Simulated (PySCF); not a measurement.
# C2H8BrNSi2: the cost of one run

Computed with PySCF 2.14.0 and routines of our own; the level stands in each step. Atoms count from 0.

### Step 1. The system as given

14 atoms, charge 0, multiplicity 1; geometry from: GFN2-xTB.

### Step 2. Open-shell or spin-flip excitations: collinear spin-flip TDA BHandHLYP/def2-SVP

What the job is given:

```
{"job": {"kind": "uabs", "xc": "BHandHLYP", "basis": "def2-SVP", "nstates": 8, "spin_flip": true, "ref_mult": 3}, "charge": 0, "multiplicity": 1}
C     -2.105008     0.409298     0.374177
C     -1.524374    -0.241919    -0.829914
N     -0.448643    -0.880578    -0.911030
Si     0.886857    -1.225738     0.094012
Si     2.355398     0.464324    -0.465132
Br     1.289534     2.423432    -0.248865
H     -3.168088     0.189825     0.450424
H     -1.590346     0.091477     1.277304
H     -1.991856     1.488992     0.266680
H     -2.104306    -0.127015    -1.748411
H      0.711441    -1.272851     1.556402
H      1.339343    -2.533472    -0.372091
H      2.847531     0.552487    -1.836739
H      3.501839     0.661264     0.420917
```

With the program's defaults for keys left out, this is: collinear spin-flip TDA BHandHLYP/def2-SVP, vertical, gas phase, core orbitals frozen in the response.

Launch:

```sh
$ OMP_NUM_THREADS=1 python excited_run.py task.json out
```

The driver reads the jobs from task.json and runs them one after another.

**Question.** How long does this first job take on 1 thread of Arm Neoverse V2, shared host, and how much memory does it need?

About 19 s, with a peak of 0.59 GiB.
